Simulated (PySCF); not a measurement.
# SrP (quartet): edits of the settings

A base run and a few variants of its settings.

Computed with PySCF 2.14.0. Level: each script names its method and basis.

4 further runs of the same task are left out: 4 that didn't finish.

**1. Where the work starts**

SrP (quartet): 2 atoms, charge 0, spin multiplicity 4.

Bond lengths: Sr1–P2 2.775 Å.

**2. The run that the others are compared with**

Contents of input.py:

```python
from pyscf import gto, dft
from pyscf.prop.polarizability import uhf as pol

mol = gto.M(
    atom='Sr 0 0 0; P 0 0 2.775',
    basis='def2-svpd',
    ecp={'Sr': 'def2-svpd'},
    charge=0,
    spin=3,
    verbose=4,
)
mf = dft.UKS(mol, xc='pw91')
mf = mf.newton()
mf.kernel()
print('polarizability (a.u.)')
print(pol.Polarizability(mf).polarizability().round(4))
mf.dip_moment()
print('orbital energies (hartree):', [e[max(0, n-3):n+3].round(4) for e, n in zip(mf.mo_energy, mol.nelec)])
```

Started as:

```console
OMP_NUM_THREADS=1 python input.py
```

**3. CASCI (ROHF)**

Variant 1 changes step after the SCF: polarizability → casci; SCF type: UKS → ROHF; functional: pw91 → none (Hartree–Fock); active space: none → 7 electrons in 8 orbitals.

Contents of input.py:

```python
from pyscf import gto, scf, mcscf

mol = gto.M(
    atom='Sr 0 0 0; P 0 0 2.775',
    basis='def2-svpd',
    ecp={'Sr': 'def2-svpd'},
    charge=0,
    spin=3,
    verbose=4,
)
mf = scf.ROHF(mol)
mf = mf.newton()
mf.kernel()
mc = mcscf.CASCI(mf, 8, 7)
mc.kernel()
mc.analyze()
mf.dip_moment()
print('orbital energies (hartree):', mf.mo_energy[..., max(0, mol.nelec[1]-3):mol.nelec[0]+3].round(4))
```

**4. Density fitting auto**

Variant 2 changes density fitting: none → auto.

input.py: that of step 2 with these lines changed.

```diff
@@ -12,2 +12,3 @@
 mf = dft.UKS(mol, xc='pw91')
+mf = mf.density_fit()
 mf = mf.newton()
```

**5. Bond 3.469 Å**

Variant 3 changes bond length: 2.775 Å → 3.469 Å.

input.py: that of step 2 with these lines changed.

```diff
@@ -4,3 +4,3 @@
 mol = gto.M(
-    atom='Sr 0 0 0; P 0 0 2.775',
+    atom='Sr 0 0 0; P 0 0 3.469',
     basis='def2-svpd',
```

**6. Damping 0.2**

Variant 4 changes damping: none → 0.2.

input.py: that of step 2 with these lines changed.

```diff
@@ -12,2 +12,4 @@
 mf = dft.UKS(mol, xc='pw91')
+mf.damp = 0.2
+mf.diis_start_cycle = 8
 mf = mf.newton()
```

What does the calculation give? Wanted: for each run, E(SCF); from base; gap, α spin; SCF dipole; after the SCF.

As calculated:

```csv
run,E(SCF) (hartree),from base (eV),cycles,"gap, α spin (eV)",SCF dipole (D),after the SCF
base,-371.858101,0,5 macro,1.69,4.06,n/a
CASCI (ROHF),-370.870967,not comparable,5 macro,n/a,3.13,CASCI correlation -1.855 eV
density fitting auto,-371.858171,-0.0019,6 macro,1.68,4.06,n/a
bond 3.469 Å,-371.832839,+0.6874,6 macro,1.30,6.75,n/a
damping 0.2,-371.858101,0.0000,5 macro,1.69,4.06,n/a
```

Distance from each run's final energy (log10 hartree) by cycle:

```csv
run,cycle 1,cycle 2,cycle 3,cycle 5,cycle 8,cycle 12
base,-0.1,-0.9,-3.4,< -11,done,done
CASCI (ROHF),-1.4,-2.6,-3.7,< -11,done,done
density fitting auto,-0.1,-1.0,-2.2,< -11,done,done
bond 3.469 Å,0.2,-0.6,-2.0,< -11,done,done
damping 0.2,-0.1,-0.9,-3.4,< -11,done,done
```

What this shows: No change of the SCF energy comes from damping 0.2. The largest comparable shift of the SCF energy, +0.687 eV, comes with the run “bond 3.469 Å”. The cycles with damping 0.2 repeat those of the base digit for digit, so the setting never acted.
